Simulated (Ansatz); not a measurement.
# Hydrogen-ended wire of SiC, Si15C15H26, part 2 of 2

Ansatz 0.2.0, PAW. The steps go on from the part before.

## 3. HSE06 single point

Input file in.yaml:

```yaml
crystal:
  lattice:
    - [20.600000, 0.000000, 0.000000]
    - [0.000000, 20.600000, 0.000000]
    - [0.000000, 0.000000, 4.356853]
  atoms:
    - { symbol: Si, position: [0.314961, 0.470261, 0.125216] }
    - { symbol: Si, position: [0.525159, 0.474987, 0.116994] }
    - { symbol: Si, position: [0.529583, 0.685208, 0.124842] }
    - { symbol: Si, position: [0.418286, 0.368247, 0.120548] }
    - { symbol: Si, position: [0.418527, 0.581512, 0.090666] }
    - { symbol: Si, position: [0.631779, 0.368498, 0.128208] }
    - { symbol: Si, position: [0.631781, 0.581988, 0.120534] }
    - { symbol: Si, position: [0.417746, 0.474371, 0.609203] }
    - { symbol: Si, position: [0.411163, 0.687752, 0.549490] }
    - { symbol: Si, position: [0.631530, 0.474830, 0.623176] }
    - { symbol: Si, position: [0.645664, 0.687202, 0.667081] }
    - { symbol: Si, position: [0.313103, 0.354215, 0.667058] }
    - { symbol: Si, position: [0.312278, 0.588667, 0.549748] }
    - { symbol: Si, position: [0.525442, 0.368614, 0.623166] }
    - { symbol: Si, position: [0.525655, 0.582409, 0.609185] }
    - { symbol: C, position: [0.362490, 0.316675, 0.356553] }
    - { symbol: C, position: [0.366000, 0.528628, 0.347913] }
    - { symbol: C, position: [0.583942, 0.316777, 0.400225] }
    - { symbol: C, position: [0.578723, 0.528174, 0.366776] }
    - { symbol: C, position: [0.472039, 0.421366, 0.366801] }
    - { symbol: C, position: [0.471340, 0.634108, 0.348009] }
    - { symbol: C, position: [0.683442, 0.416397, 0.400242] }
    - { symbol: C, position: [0.683266, 0.637867, 0.356548] }
    - { symbol: C, position: [0.473126, 0.317400, 0.877370] }
    - { symbol: C, position: [0.472391, 0.527702, 0.856564] }
    - { symbol: C, position: [0.682692, 0.527206, 0.877355] }
    - { symbol: C, position: [0.364595, 0.419544, 0.859588] }
    - { symbol: C, position: [0.366241, 0.633729, 0.826308] }
    - { symbol: C, position: [0.578744, 0.421466, 0.874204] }
    - { symbol: C, position: [0.580424, 0.635605, 0.859576] }
    - { symbol: H, position: [0.257232, 0.500882, 0.979923] }
    - { symbol: H, position: [0.283883, 0.426844, 0.353839] }
    - { symbol: H, position: [0.498712, 0.742667, 0.978375] }
    - { symbol: H, position: [0.572900, 0.716610, 0.352899] }
    - { symbol: H, position: [0.329687, 0.290739, 0.200516] }
    - { symbol: H, position: [0.390362, 0.277994, 0.469625] }
    - { symbol: H, position: [0.561807, 0.273305, 0.298875] }
    - { symbol: H, position: [0.619689, 0.298921, 0.570006] }
    - { symbol: H, position: [0.674641, 0.325690, 0.934643] }
    - { symbol: H, position: [0.701331, 0.380666, 0.570022] }
    - { symbol: H, position: [0.726894, 0.438581, 0.298941] }
    - { symbol: H, position: [0.721980, 0.610052, 0.469705] }
    - { symbol: H, position: [0.709162, 0.670700, 0.200499] }
    - { symbol: H, position: [0.363674, 0.713551, 0.318969] }
    - { symbol: H, position: [0.438850, 0.748529, 0.679339] }
    - { symbol: H, position: [0.626805, 0.756623, 0.615603] }
    - { symbol: H, position: [0.703561, 0.699516, 0.866479] }
    - { symbol: H, position: [0.445853, 0.281351, 0.744593] }
    - { symbol: H, position: [0.505184, 0.289420, 0.028707] }
    - { symbol: H, position: [0.710716, 0.495168, 0.028616] }
    - { symbol: H, position: [0.718705, 0.554509, 0.744482] }
    - { symbol: H, position: [0.300918, 0.296287, 0.866440] }
    - { symbol: H, position: [0.243631, 0.372926, 0.615798] }
    - { symbol: H, position: [0.251713, 0.560720, 0.680511] }
    - { symbol: H, position: [0.286204, 0.636045, 0.319404] }
    - { symbol: H, position: [0.334903, 0.664976, 0.968740] }
kpoints:
  mp_grid: { grid: [1, 1, 4] }
hamiltonian:
  xc: hse06
scf:
  occupations: { method: fermi_dirac, width: 0.01 }
output:
  forces: true
  eigenvalues: true
  populations: true
  eigenstates: { kpoints: [[0, 0, 0]], e_range: [-4.0, 4.0], localisation: true }
  write_density: true
  write_potential: true
  elf: true
  volumetric_format: npy
```

On the command line:

```
$ ansatz run in.yaml --threads 2 --pin off --max-ram 30400MiB --runs-dir r --events-out ev --progress --plain --backend cuda --devices 0, --max-vram 18GiB
```

What it wrote:

```text
Pseudopotentials: kind: paw
Functional definition: HSE06
  parameter a = 0.25
  parameter omega = 0.11/bohr
  exchange = pbe_x - a*pbe_x_sr(omega) + a*exact_x_sr(omega)
  correlation = pbe_c
Crystal: 56 atoms, lattice volume = 1848.874 Å³
Basis set: ecut = 420 eV, 36183 PW (Γ), exchange–correlation on 288×288×60 points (8 copies of the dense FFT grid, shifted against one another)
Bands: 129, of which v1, the nominal top of the filled ones, is band 73 counted from 1 (72 counted from 0)
Symmetry: 1 space group operations
Space group: P1 (ITA 1), of the structure as read, at distance tolerance 1.2e-4 Å
k-points: 3 of 4 (time reversal used)
Non-local potential: Si, projectors of the file, l = 0: 2, l = 1: 2, l = 2: 2
Non-local potential: C, projectors of the file, l = 0: 2, l = 1: 2, l = 2: 1
Non-local potential: H, projectors of the file, l = 0: 2, l = 1: 1
PAW form: soft (Blöchl's): semilocal exchange-correlation on the pseudo side does not see the compensation charge
PAW frozen core: Si, regenerated for the run's functional, and the local potential with it (the file was generated under x = pbe(κ = 0.804, μ = 0.2195149727645171), c = pbe(β = 0.06672455060314922))
PAW frozen core: C, regenerated for the run's functional, and the local potential with it (the file was generated under x = pbe(κ = 0.804, μ = 0.2195149727645171), c = pbe(β = 0.06672455060314922))
PAW one-centre angular grid: Si, 110 points (default); XC on 64 Gauss nodes
PAW one-centre angular grid: C, 110 points (default); XC on 64 Gauss nodes
PAW one-centre angular grid: H, 110 points (default); XC on 64 Gauss nodes
Initial density: superposition of atomic densities (neutral atoms: chi_scale 0, normalization atom), corrected by the library's trained network
Initial wavefunctions: pseudopotential atomic-orbital guess
Functional: x = pbe(κ = 0.804, μ = 0.2195149727645171), c = pbe(β = 0.06672455060314922), warm-up for x = pbe(κ = 0.804, μ = 0.2195149727645171) + 0.25 (exact − pbe) at short range (hse, ω = 0.20786987370883472 Å⁻¹), c = pbe(β = 0.06672455060314922); HSE06 as pw.x's `hse` composes it (authors' and Libxc's form: `xc: wpbeh`)
SCF iter   1: F=—  HF=-13717.822566 eV  |F-HF|=—  |Δ(HF+E_count)|=         —  Δρ=2.87e-3  dr2=5.86e-1  ethr=1.77e-3  ⟨swp⟩=16.7  Hψ=2779  notcnv=0
preconditioner: auto → none  [insulator: Δε(μ)=3.121 eV  Ē_g=11.636 eV  σ=0.010 eV  W_gap=1.00  n_scr=182 (ndim 8)  ℏωp=10.4 eV  f_vac=0.688  D(μ)=0.00/eV (n_scr^D=0)]
SCF iter   2: F=—  HF=-13717.903499 eV  |F-HF|=—  |Δ(HF+E_count)|=   8.09e-2  Δρ=2.62e-3  dr2=9.09e-1  ethr=4.02e-4  ⟨swp⟩=8.0  Hψ=1455  notcnv=0
iter 3 solved again at ethr=1.29e-5 eV; its pass at ethr=4.02e-4 eV (dr2=1.89e-2 eV) is discarded
SCF iter   3: F=—  HF=-13717.723510 eV  |F-HF|=—  |Δ(HF+E_count)|=   1.80e-1  Δρ=8.07e-4  dr2=1.87e-2  ethr=1.29e-5  ⟨swp⟩=5.0  Hψ=2091  notcnv=0
SCF iter   4: F=—  HF=-13717.726961 eV  |F-HF|=—  |Δ(HF+E_count)|=   3.45e-3  Δρ=3.27e-4  dr2=2.14e-3  ethr=1.28e-5  ⟨swp⟩=9.3  Hψ=1308  notcnv=0  defer=1
SCF iter   5: F=-13717.728357 eV  HF=-13717.728087 eV  |F-HF|=2.70e-4  |Δ(HF+E_count)|=   1.13e-3  Δρ=9.41e-5  dr2=1.17e-4  ethr=1.47e-6  ⟨swp⟩=10.0  Hψ=1440  notcnv=0  defer=1
SCF 1 stopped early in 5 iterations: F = -13717.728357 eV  dr2 = 1.17e-4
Initial density: handed on by an earlier stage of this run
Initial wavefunctions: those handed on with the density
Functional: x = pbe(κ = 0.804, μ = 0.2195149727645171) + 0.25 (exact − pbe) at short range (hse, ω = 0.20786987370883472 Å⁻¹), c = pbe(β = 0.06672455060314922); HSE06 as pw.x's `hse` composes it (authors' and Libxc's form: `xc: wpbeh`)
Exchange kernel: α = 0.2500, screened, ω = 0.2079 Å⁻¹, Wigner–Seitz truncation, v(0) = 1044.1302 eV·Å³, q-mesh 1×1×4, nearest image of the exchange supercell L = 17.43 Å, pair-density grid 96×96×24, without the augmentation charges, whose exchange is taken in its separable form (sized by the pseudopotential files, 144×144×30 at the most)
Frozen-core exchange: fock
SCF iter   1: F=—  HF=-13727.782739 eV  |F-HF|=—  |Δ(HF+E_count)|=         —  Δρ=2.41e-3  dr2=6.49e-2  ethr=8.04e-7  ⟨swp⟩=19.0  Hψ=2876  notcnv=8
preconditioner: auto → none  [insulator: Δε(μ)=4.109 eV  Ē_g=13.325 eV  σ=0.010 eV  W_gap=1.00  n_scr=182 (ndim 8)  ℏωp=10.4 eV  f_vac=0.690  D(μ)=0.00/eV (n_scr^D=0)]
SCF iter   2: F=—  HF=-13727.760222 eV  |F-HF|=—  |Δ(HF+E_count)|=   2.25e-2  Δρ=1.10e-3  dr2=1.44e-2  ethr=8.04e-7  ⟨swp⟩=10.7  Hψ=2006  notcnv=0  defer=24
SCF iter   3: F=—  HF=-13727.797033 eV  |F-HF|=—  |Δ(HF+E_count)|=   3.68e-2  Δρ=3.61e-4  dr2=4.16e-3  ethr=8.04e-7  ⟨swp⟩=11.7  Hψ=1852  notcnv=0  defer=8
SCF iter   4: F=—  HF=-13727.796572 eV  |F-HF|=—  |Δ(HF+E_count)|=   4.61e-4  Δρ=1.72e-4  dr2=3.08e-3  ethr=8.04e-7  ⟨swp⟩=8.7  Hψ=1565  notcnv=0  defer=1
SCF iter   5: F=—  HF=-13727.795803 eV  |F-HF|=—  |Δ(HF+E_count)|=   7.69e-4  Δρ=3.92e-5  dr2=8.98e-5  ethr=8.04e-7  ⟨swp⟩=6.7  Hψ=1070  notcnv=0  defer=1
SCF iter   6: F=—  HF=-13727.796242 eV  |F-HF|=—  |Δ(HF+E_count)|=   4.39e-4  Δρ=4.33e-5  dr2=3.04e-5  ethr=3.09e-8  ⟨swp⟩=8.0  Hψ=1292  notcnv=0  defer=3
SCF iter   7: F=-13727.796233 eV  HF=-13727.796234 eV  |F-HF|=1.64e-6  |Δ(HF+E_count)|=   7.98e-6  Δρ=1.29e-5  dr2=4.20e-6  ethr=2.00e-8  ⟨swp⟩=2.7  Hψ=611  notcnv=0  defer=1
SCF 2 stopped early in 7 iterations: F = -13727.796233 eV  dr2 = 4.20e-6
  Residual-converged pass: ⟨swp⟩=4.0  Hψ=1012  notcnv=0  max |occ|·‖R‖ = 5.9e-6 eV (tolerance 6.7e-6 eV)  dr2=3.95e-6  dr2_onsite=2.93e-8  max |Δocc| = 0.0e0
hybrid outer 1: dexx = +4.439e-2 eV, tail = 5.14e-5 eV
SCF iter   1: F=—  HF=-13727.796096 eV  |F-HF|=—  |Δ(HF+E_count)|=         —  Δρ=1.43e-5  dr2=4.73e-6  ethr=1.76e-7  ⟨swp⟩=13.0  Hψ=1491  notcnv=0
preconditioner: auto → none  [insulator: Δε(μ)=4.134 eV  Ē_g=13.326 eV  σ=0.010 eV  W_gap=1.00  n_scr=182 (ndim 8)  ℏωp=10.4 eV  f_vac=0.692  D(μ)=0.00/eV (n_scr^D=0)]
SCF iter   2: F=—  HF=-13727.796095 eV  |F-HF|=—  |Δ(HF+E_count)|=   1.07e-6  Δρ=4.36e-6  dr2=3.31e-7  ethr=2.89e-9  ⟨swp⟩=3.0  Hψ=788  notcnv=0
SCF iter   3: F=—  HF=-13727.796095 eV  |F-HF|=—  |Δ(HF+E_count)|=   3.45e-7  Δρ=2.98e-6  dr2=1.11e-7  ethr=1.95e-10  ⟨swp⟩=7.0  Hψ=988  notcnv=0  defer=16
SCF iter   4: F=-13727.796095 eV  HF=-13727.796095 eV  |F-HF|=5.76e-9  |Δ(HF+E_count)|=   6.29e-9  Δρ=1.10e-6  dr2=8.61e-9  ethr=7.16e-11  ⟨swp⟩=6.0  Hψ=855  notcnv=0  defer=10
SCF 3 converged in 4 iterations: F = -13727.796095 eV  dr2 = 8.61e-9
  Residual-converged pass: ⟨swp⟩=3.7  Hψ=817  notcnv=0  max |occ|·‖R‖ = 2.3e-6 eV (tolerance 2.4e-6 eV)  dr2=8.56e-9  dr2_onsite=3.66e-10  max |Δocc| = 0.0e0
[... from here the SCF cycle lines were not kept, up to the last twenty ...]
hybrid outer 2: dexx = +6.014e-7 eV, tail = 2.86e-8 eV, Δε = 1.02e-3 eV (about 2.64e-5 eV left of the loop's levels), ΔF = 3.27e-3 eV/Å (tail 3.09e-4)
NSCF: frozen V_eff on 1 k-points
hybrid SCF converged: 2 outer / 11 inner (+5 warm-up), last move |dexx| = 6.01e-7 eV, tail = 2.86e-8 eV
Stability not checked: this state was not tested for a lower state beside it, because the functional holds exact exchange (a hybrid, or Hartree-Fock), whose exchange loop this test does not read (fock_operator; see scf.lower_state_search)
Free energy (F): -13727.796095 eV
Harris-Foulkes:  -13727.796095 eV  (|F-HF|=5.76e-9)
Internal energy: -13727.796095 eV  (E = F + TS)
E sigma→0 (E₀):  -13727.796095 eV
Fermi energy:    -1.585871 eV
--- Per-component energies (eV) ---
  E_band       = -1363.216912
  E_kinetic    = 2383.858702
  E_local      = -57141.720460  (includes V_loc(G=0)·N_el)
  E_nonlocal   = 807.566620
  E_hartree    = 27426.110339
  E_xc         = -1470.370128
  E_vxc        = -1559.835871  (∫ρ·V_xc dr)
  E_exx        = -275.149602  (= α·E_x^exact, valence–valence)
  E_paw        = -9268.792832  (= ΣΔE_a)
  E_vpaw       = -154.975583  (= ΣTr[D̂ρ^β])
  E_aug_tail   = -0.033447  (compensation charges beyond the density's cutoff)
  E_ewald      = 23811.879722
  E_core_change = -1.145019  (= ΣΔE_core)
  E_smearing   = -0.000000  (= −TS)
  E_closure    = 0.000007  (closes the sum)
  Σ components = -13727.796095   (vs F -13727.796095, Δ=-1.82e-12)
--- Forces (eV/Å), atoms counted from 1 ---
  atom   1  Si    -0.28683192    -0.08554033     0.07852089
  atom   2  Si     0.01568134    -0.01362624    -0.00806555
  atom   3  Si     0.08326173     0.28644915     0.07682326
  atom   4  Si     0.01666769    -0.03510342    -0.01133236
  atom   5  Si     0.04148440    -0.04238398    -0.00213700
  atom   6  Si     0.16263643    -0.16180029    -0.05103683
  atom   7  Si     0.03469602    -0.01776610    -0.01093965
  atom   8  Si     0.03908338    -0.01046797    -0.00058254
  atom   9  Si    -0.08877075     0.26941174    -0.05304418
  atom  10  Si     0.04544058    -0.02730435     0.02346977
  atom  11  Si     0.22362052     0.23322270     0.09980496
  atom  12  Si    -0.23301993    -0.22494746     0.10030348
  atom  13  Si    -0.26889202     0.08583175    -0.05217464
  atom  14  Si     0.02872963    -0.04499575     0.02443969
  atom  15  Si     0.01090966    -0.04041822    -0.00117631
  atom  16  C     -0.05210224    -0.37064258    -0.09241067
  atom  17  C     -0.03268857    -0.00768801    -0.02740083
  atom  18  C      0.08393320    -0.31141674     0.09851003
  atom  19  C     -0.01749571     0.02118673     0.00012747
  atom  20  C     -0.02137980     0.01628163    -0.00019656
  atom  21  C      0.00799790     0.03296450    -0.02901117
  atom  22  C      0.31097913    -0.08467741     0.09835496
  atom  23  C      0.37168546     0.05280366    -0.09241311
  atom  24  C      0.03539596    -0.35335231     0.03204093
  atom  25  C     -0.02658045     0.02684924     0.00857890
  atom  26  C      0.35457889    -0.03541103     0.03195475
  atom  27  C     -0.00264123     0.01999722     0.07033594
  atom  28  C     -0.16840965     0.16826904     0.11079428
  atom  29  C     -0.02067652     0.01990138     0.00110147
  atom  30  C     -0.02074515     0.00499338     0.07028403
  atom  31  H      0.22203354    -0.15284885     0.15557574
  atom  32  H      0.12062165     0.23604548    -0.26712810
  atom  33  H      0.15389822    -0.22165876     0.15762584
  atom  34  H     -0.23400545    -0.12202364    -0.26439171
  atom  35  H      0.26700874     0.19311266     0.32823471
  atom  36  H     -0.22064103     0.26670195    -0.19708042
  atom  37  H      0.17969445     0.29391510     0.16888711
  atom  38  H     -0.26353097     0.09761362    -0.28171910
  atom  39  H     -0.13807962     0.13781476     0.18568634
  atom  40  H     -0.09771509     0.26356644    -0.28173593
  atom  41  H     -0.29397056    -0.17970513     0.16853619
  atom  42  H     -0.26758491     0.22074378    -0.19812900
  atom  43  H     -0.19239100    -0.26760191     0.32896817
  atom  44  H      0.18461889    -0.05273322     0.21057571
  atom  45  H     -0.13810848    -0.21805580    -0.12826370
  atom  46  H      0.07697142    -0.22184454     0.04254095
  atom  47  H     -0.21547559    -0.01433766    -0.19644332
  atom  48  H      0.23480311     0.25521099     0.23997295
  atom  49  H     -0.27607582     0.19917770    -0.27452200
  atom  50  H     -0.19991338     0.27693409    -0.27437936
  atom  51  H     -0.25533305    -0.23514553     0.24093099
  atom  52  H      0.01373969     0.21506729    -0.19560647
  atom  53  H      0.22110258    -0.07658411     0.04235227
  atom  54  H      0.21674237     0.14003810    -0.13007428
  atom  55  H      0.05341513    -0.18375390     0.21000026
  atom  56  H      0.22233558    -0.22099696    -0.28395536
  max |Σ_I F_I| component: 7.28e-4 eV/Å
--- Band table (eV) ---
  k-point 0: bands = [... 61 lower levels ..., "-5.4134", "-5.3388", "-5.2626", "-5.1609", "-4.8512", "-4.6275", "-4.6069", "-4.5909", "-4.0400", "-3.8903", "-3.7026", "-3.6536", "0.4807", "0.7540", "0.8468", "1.6300", "1.8676", "1.8728", "1.9752", "1.9961", "2.1583", "2.1894", "2.3933", "2.5244", ... 44 higher levels ...]
  k-point 1: bands = [... 61 lower levels ..., "-5.2578", "-5.1932", "-5.1655", "-4.8742", "-4.7190", "-4.6748", "-4.5401", "-4.4444", "-4.2341", "-4.0575", "-3.7732", "-3.6827", "1.1446", "1.4888", "1.5305", "1.8959", "2.2351", "2.2792", "2.3583", "2.4446", "2.5266", "2.6080", "2.6283", "2.7739", ... 44 higher levels ...]
  k-point 2: bands = [... 61 lower levels ..., "-4.9288", "-4.8767", "-4.6482", "-4.6309", "-4.6026", "-4.5854", "-4.5578", "-4.4178", "-4.3438", "-4.2144", "-4.0397", "-3.9703", "1.9752", "2.3239", "2.3637", "2.5521", "2.7611", "2.8964", "2.9326", "3.0421", "3.1137", "3.1632", "3.3669", "3.4292", ... 44 higher levels ...]
--- Löwdin populations: 56 sites ---
  site symbol       q [e]
     0     Si      3.1829
     1     Si      2.9260
     2     Si      3.1837
     3     Si      2.8870
     4     Si      2.9159
     5     Si      3.0119
     6     Si      2.8870
     7     Si      2.9258
     8     Si      3.1722
     9     Si      2.8854
    10     Si      3.1471
    11     Si      3.1472
    12     Si      3.1723
    13     Si      2.8855
    14     Si      2.9258
    15      C      4.8672
    16      C      5.0050
    17      C      4.8544
    18      C      5.0018
    19      C      5.0018
    20      C      5.0049
    21      C      4.8544
    22      C      4.8672
    23      C      4.8559
    24      C      4.9913
    25      C      4.8559
    26      C      5.0003
    27      C      4.9265
    28      C      5.0090
    29      C      5.0004
    30      H      1.0904
    31      H      1.1156
    32      H      1.0905
    33      H      1.1152
    34      H      0.7827
    35      H      0.8026
    36      H      0.8034
    37      H      0.7969
    38      H      1.1338
    39      H      0.7969
    40      H      0.8034
    41      H      0.8026
    42      H      0.7828
    43      H      1.1210
    44      H      1.0909
    45      H      1.0980
    46      H      1.1438
    47      H      0.8081
    48      H      0.8080
    49      H      0.8080
    50      H      0.8081
    51      H      1.1440
    52      H      1.0980
    53      H      1.0910
    54      H      1.1207
    55      H      0.7865
  spilling = 0.012367 (of n_electrons = 146.000000)
```

It took 82 s on 1 × data-centre GPU with 2 threads, shared host; peak host memory 3.7 GiB.

At a 1×1×4 mesh the filled levels end at -3.654 eV and the empty ones begin at 0.481 eV, a spacing of 4.13 eV.

On these atoms HSE06 leaves forces up to 0.47 eV/Å (on H43), as they were relaxed at another level of theory (and may have been on other k points).

Density in a lattice plane of the grid's cell (edges 20.60 and 20.60 Å, at 0.348 of the third edge), which holds C and H.

Ten even steps from '0' (0.00 e/Å³) to '9' (1.70 e/Å³):
```
000000000000000000000000
000000000000000000000000
000000000000000000000000
000000000000000000000000
000000000000000000000000
000000001611134000000000
000000040029610187000000
000000031014310143000000
000000004820038200000000
000000003610036200000000
000000041015410135100000
000000020018500185000000
000000002510015210000000
000000006910039200000000
000000000000001000000000
000000000000000000000000
000000000000000000000000
000000000000000000000000
000000000000000000000000
000000000000000000000000
```
Columns run along the first of these edges and rows up along the second, over one cell in 24 and 20 even steps from the bottom left corner. Atoms in the plane (fractional): C at (0.36, 0.32), C at (0.37, 0.53), C at (0.58, 0.53), C at (0.47, 0.42), C at (0.47, 0.63), C at (0.68, 0.64), H at (0.28, 0.43), H at (0.57, 0.72), H at (0.36, 0.71), H at (0.29, 0.64).

ELF in the same plane.

Ten even steps from '0' (0.00) to '9' (1.00):
```
000000000000000000000000
000000000000000000000000
000000000000000000000000
000000001000000220000000
000000019910077110000000
000001308944399135200000
000003992165820456300000
000000593247722488810000
000000028660176710000000
000000018751187600000000
000000894147821379940000
000000281067720576400000
000014217852268722000000
000000038550075600000000
000000013660098100000000
000000000000011000000000
000000000000000000000000
000000000000000000000000
000000000000000000000000
000000000000000000000000
```
Columns run along the first of these edges and rows up along the second, over one cell in 24 and 20 even steps from the bottom left corner. Atoms in the plane (fractional): C at (0.36, 0.32), C at (0.37, 0.53), C at (0.58, 0.53), C at (0.47, 0.42), C at (0.47, 0.63), C at (0.68, 0.64), H at (0.28, 0.43), H at (0.57, 0.72), H at (0.36, 0.71), H at (0.29, 0.64).

Both are smooth fields of the valence electrons: close to the nuclei they are not physical.

The highest ELF values outside the cores: 1.00 at H; 0.96 on the C–Si line, 0.9 Å from C.

## 4. What came out

What follows sums up all 2 parts.

| level | time | k points | top filled to lowest empty (eV) |
| --- | --- | --- | --- |
| PBEsol, relaxation | 68 s (GPU) | 1×1×6 | 3.00 |
| HSE06 | 82 s (GPU) | 1×1×4 | 4.13 |

| quantity | value |
| --- | --- |
| relaxation | 11 recorded steps, 17.42 eV gained |
| largest shift | 1.30 Å (H53) |
| mean bonds | C–H 1.099, C–Si 1.889, H–Si 1.493 Å |

**What this shows.** Relaxation gains 17.42 eV, with shifts up to 1.30 Å (H53). Capping hydrogens come as close as 1.58 Å, so the surface is strained, and its states can set the spacing. The relaxation ran on other k points, so part of any difference from the later rows can come from the mesh.
